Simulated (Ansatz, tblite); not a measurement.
**[Au(OH)4]- (H₄AuO₄−): one state, many levels**

An exercise on one series of results from a longer session: the logs are not shown, and one member is left open.

The runs use Ansatz 0.2.0, Gaussian basis; as each input shows.

The runs, in order: GFN1-xTB, GFN2-xTB, PBE-D4/def2-TZVPD, r2SCAN-D4/def2-TZVPD, B97M-V/def2-TZVPD, LC-ωPBE/def2-TZVPD, CAM-B3LYP-D4/def2-TZVPD, BLYP-D4/def2-TZVPD, r2SCAN0-D4/def2-TZVPD, LC-ωPBE(0.10)/def2-TZVPD, LC-ωPBE(0.15)/def2-TZVPD, LC-ωPBE(0.20)/def2-TZVPD, LC-ωPBE(0.30)/def2-TZVPD, PBE-D4/def2-SVPD, PBE0-D4/def2-SVPD, CCSD(T)/def2-SVPD, MP2/def2-TZVPD, RPA/def2-TZVPD.

### The geometry

The geometry is that of the singlet, from an earlier relaxation (PBE0-D4/def2-SVPD).

9 atoms, charge -1, spin multiplicity 1.

Bond lengths: Au1–O2 1.990 Å, Au1–O4 1.990 Å, Au1–O6 1.990 Å, Au1–O8 1.990 Å, O2–H3 0.963 Å, O4–H5 0.963 Å, O6–H7 0.963 Å, O8–H9 0.963 Å. Angles: O2–Au1–O4 90.0°, O2–Au1–O6 180.0°, O2–Au1–O8 90.0°, O4–Au1–O6 90.0°, O4–Au1–O8 180.0°, O6–Au1–O8 90.0°, Au1–O2–H3 103.3°, Au1–O4–H5 103.3°, Au1–O6–H7 103.3°, Au1–O8–H9 103.3°.

Coordinates:

```xyz
9
AuH4O4
Au    0.0000    0.0000   -0.0004
O     1.9421    0.4334   -0.0404
H     2.3626   -0.4326   -0.0545
O    -0.4330    1.9425    0.0205
H     0.4329    2.3632    0.0039
O    -1.9421   -0.4333    0.0397
H    -2.3626    0.4327    0.0567
O     0.4330   -1.9425   -0.0217
H    -0.4328   -2.3633   -0.0039
```

Formally the metal is d8. Au takes a core potential in the def2 sets. No spin-orbit coupling is included. The ion is computed in the gas phase, without counter-ions or solvent.

PBE0-D4/def2-TZVPD was run before; its log isn't repeated, and its numbers join the tables.

The first run:

Tight binding, by tblite at 300 K electronic temperature and without a spin-polarisation term:

```python
tblite.interface.Calculator('GFN1-xTB', numbers, positions, charge=-1, uhf=0).singlepoint()
```

Tight binding, by tblite at 300 K electronic temperature and without a spin-polarisation term:

```python
tblite.interface.Calculator('GFN2-xTB', numbers, positions, charge=-1, uhf=0).singlepoint()
```

start.molden holds the orbitals of an earlier run on this state, given as this run's starting guess.

File in.yaml:

```yaml
crystal:
  periodic: [false, false, false]
  atoms:
    - {symbol: Au, position_ang: [-0.000018, 0.000010, -0.000418]}
    - {symbol: O, position_ang: [1.942075, 0.433364, -0.040370]}
    - {symbol: H, position_ang: [2.362640, -0.432615, -0.054459]}
    - {symbol: O, position_ang: [-0.433002, 1.942485, 0.020468]}
    - {symbol: H, position_ang: [0.432863, 2.363196, 0.003879]}
    - {symbol: O, position_ang: [-1.942108, -0.433349, 0.039732]}
    - {symbol: H, position_ang: [-2.362598, 0.432651, 0.056738]}
    - {symbol: O, position_ang: [0.432983, -1.942457, -0.021700]}
    - {symbol: H, position_ang: [-0.432846, -2.363264, -0.003860]}
basis:
  gaussian: {orbitals: def2-TZVPD, initial_orbitals: start.molden}
total_charge: -1
hamiltonian: {xc: pbe, dispersion: d4}
scf: {omitted_lower_state_checks: [starts]}
output: {orbitals: {seedname: orbitals}}
```

Run with:

```
ansatz run in.yaml --threads 4 --pin off --events-out ev --progress --plain --max-ram 3916MiB
```

Steps of the session up to this table: PBE-D4/def2-TZVPD; r2SCAN-D4/def2-TZVPD; B97M-V/def2-TZVPD; LC-ωPBE/def2-TZVPD; CAM-B3LYP-D4/def2-TZVPD; BLYP-D4/def2-TZVPD; r2SCAN0-D4/def2-TZVPD; LC-ωPBE(0.10)/def2-TZVPD; LC-ωPBE(0.15)/def2-TZVPD; LC-ωPBE(0.20)/def2-TZVPD; LC-ωPBE(0.30)/def2-TZVPD; PBE-D4/def2-SVPD; PBE0-D4/def2-SVPD; CCSD(T)/def2-SVPD; MP2/def2-TZVPD; RPA/def2-TZVPD.

One of the session's tables, all rows but one given; the rest of the session is left out.

It belongs to the step «Levels side by side». 

```
                   level  HOMO (eV)  LUMO (eV)  gap (eV)
        PBE-D4/def2-SVPD      -0.80       2.05      2.85
       PBE-D4/def2-TZVPD      -0.73       2.13      2.86
      BLYP-D4/def2-TZVPD      -0.68       2.19      2.87
    r2SCAN-D4/def2-TZVPD      -1.02       2.26      3.28
       B97M-V/def2-TZVPD      -1.19       2.34      3.53
       PBE0-D4/def2-SVPD          ?          ?         ?
      PBE0-D4/def2-TZVPD      -2.40       3.04      5.45
   r2SCAN0-D4/def2-TZVPD      -2.64       3.11      5.75
 CAM-B3LYP-D4/def2-TZVPD      -3.96       3.93      7.90
      LC-ωPBE/def2-TZVPD      -5.27       4.87     10.13
LC-ωPBE(0.10)/def2-TZVPD      -2.24       3.48      5.72
LC-ωPBE(0.15)/def2-TZVPD      -2.91       3.95      6.86
LC-ωPBE(0.20)/def2-TZVPD      -3.51       4.29      7.80
LC-ωPBE(0.30)/def2-TZVPD      -4.50       4.74      9.24
```

Q: Estimate the row for PBE0-D4/def2-SVPD from the others.

As computed: HOMO (eV): -2.50; LUMO (eV): 2.94; gap (eV): 5.43. In the column «HOMO (eV)» it lies between r2SCAN0-D4/def2-TZVPD (-2.64) and PBE0-D4/def2-TZVPD (-2.40).
